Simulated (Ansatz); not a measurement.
# Al3GaAs4: the cost of one run

Program: Ansatz 0.2.0. Level of theory: DFT PBE, scalar-relativistic, plane waves, PAW. These are calculated values, not measurements.

## Step 1: Starting point

It takes space group Pmm2 (No. 25, orthorhombic). The conventional cell has a = 4.055 Å, b = 8.110 Å, c = 5.729 Å, α = 90.00°, β = 90.00°, γ = 90.00°. Around Al (site symmetry mm2) lie 4 As at 2.48 Å. Al (site symmetry m) is surrounded by 4 As at 2.48 Å. Around Ga (site symmetry mm2) lie 4 As at 2.49 Å. As (site symmetry m) has 3 Al at 2.48 Å and 1 Ga at 2.49 Å in its first shell of neighbours. Around As (site symmetry mm2) lie 4 Al at 2.48 Å. As (site symmetry mm2) has 2 Al at 2.48 Å and 2 Ga at 2.49 Å in its first shell of neighbours.

Coordinates:

```
CELL_PARAMETERS angstrom
4.05525 0.00000 0.00000
0.00000 8.10950 0.00000
0.00000 0.00000 5.72949
ATOMIC_POSITIONS crystal
Al 0.00000 0.00000 0.00035
Al 0.50000 0.24973 0.50001
Al 0.50000 0.75027 0.50001
Ga 0.00000 0.50000 0.99984
As 0.00000 0.75080 0.74913
As 0.50000 0.00000 0.24988
As 0.00000 0.24920 0.74913
As 0.50000 0.50000 0.25164
```

The start is the relaxed end of an invented cell (made as: elements ordered on the sites of the GaAs type, Al/Ga on Ga (Pmm2, No. 25)), taken up again for a closer look.

## Step 2: Probe: one point on a coarse mesh

The input, input.yaml:

```yaml
crystal:
  lattice:
    - [4.0552462, 0.0, 0.0]
    - [0.0, 8.1095034, 0.0]
    - [0.0, 0.0, 5.7294873]
  atoms:
    - { symbol: Al, position: [0.0, 0.0, 0.000348] }
    - { symbol: Al, position: [0.5, 0.249731, 0.500012] }
    - { symbol: Al, position: [0.5, 0.750269, 0.500012] }
    - { symbol: Ga, position: [0.0, 0.5, 0.999842] }
    - { symbol: As, position: [0.0, 0.750796, 0.749133] }
    - { symbol: As, position: [0.5, 0.0, 0.249882] }
    - { symbol: As, position: [0.0, 0.249204, 0.749133] }
    - { symbol: As, position: [0.5, 0.5, 0.251639] }
basis:
  ecutwfc: 420
kpoints:
  mp_grid: { grid: [4, 2, 4] }
hamiltonian:
  xc: pbe
scf:
  occupations: { method: gaussian, width: 0.1 }
  lower_state_search: "off"
output:
  forces: true
  stress: true
  eigenvalues: true
```

On the command line:

```
> ansatz run input.yaml --threads 4 --pin off --max-ram 8192MiB --backend cpu --events-out ev --progress --plain --runs-dir out
```

**Question.** How long does this run take on 4 threads of Intel Xeon 6975P-C (Granite Rapids), shared host, and how much memory does it need?

About 1.7 s, with a peak of 0.6 GiB.
